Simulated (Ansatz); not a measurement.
Predict the output of the script below (the Python package of Ansatz (0.2.0)).

The script, `x2c_besi.py`:
```python
"""Scalar relativity in BeSi(-)."""

import ansatz as az
import numpy as np

SETTINGS = {
    "xc": "PBE",
    "charge": -1,
}

GEOMETRY = """
Be    0.00000    0.00000    0.00000
Si    0.00000    0.00000    2.17500
"""

system = az.Crystal.molecule()
for line in GEOMETRY.strip().splitlines():
    symbol, *xyz = line.split()
    system = system.atom(symbol, [float(v) for v in xyz])

calculation = (
    system.calculation()
    .functional(SETTINGS["xc"])
    .charge(SETTINGS["charge"])
    .spin("collinear", total=1)
    .forces()  # eV per angstrom
)
# a set contracted for a scalar-relativistic Hamiltonian goes with the relativistic run
sets = {"none": "cc-pVTZ", "scalar": "cc-pVTZ-DK"}
found = {kind: calculation.basis(gaussian=basis).pseudopotentials(relativity=kind).run(threads=1).report for kind, basis in sets.items()}
for kind, each in found.items():
    dipole = 4.803205 * np.linalg.norm(each["charge_distribution"]["dipole_moment_e_ang"])
    print(f"{kind:7s} E = {each['free_energy_ev']:.4f} eV  dipole {dipole:.3f} D  largest force component {np.abs(each['forces_ev_ang']).max():.4f} eV/A")
print(f"relativity lowers the total energy by {found['none']['free_energy_ev'] - found['scalar']['free_energy_ev']:.3f} eV")
```

Output of `python x2c_besi.py`:
```text
none    E = -8271.4174 eV  dipole 3.114 D  largest force component 0.0385 eV/A
scalar  E = -8288.0848 eV  dipole 3.136 D  largest force component 0.0379 eV/A
relativity lowers the total energy by 16.667 eV
```

Reading the output:
- Total energies depend on the basis set; only differences at equal settings carry meaning.
- The geometry is a force-field or estimated start, not a minimum of this method. The basis set changes with the Hamiltonian (a set recontracted for scalar relativity), and most of the change in the total lies in the cores.
- The run takes the species as open-shell (spin multiplicity 2), which needn't be its ground state.
- The expectation value of S² is noticeably off S(S+1) in at least one run, so that state is spin-contaminated.
- An ion's dipole depends on the origin; the program takes it about the centre of nuclear charge.
- The spin state was assumed, and another may lie lower.
- Anions want diffuse functions, which this basis lacks.
- It ran for 17 s on 1 thread of Arm Neoverse V2, on a shared host, peak memory 0.19 GiB.
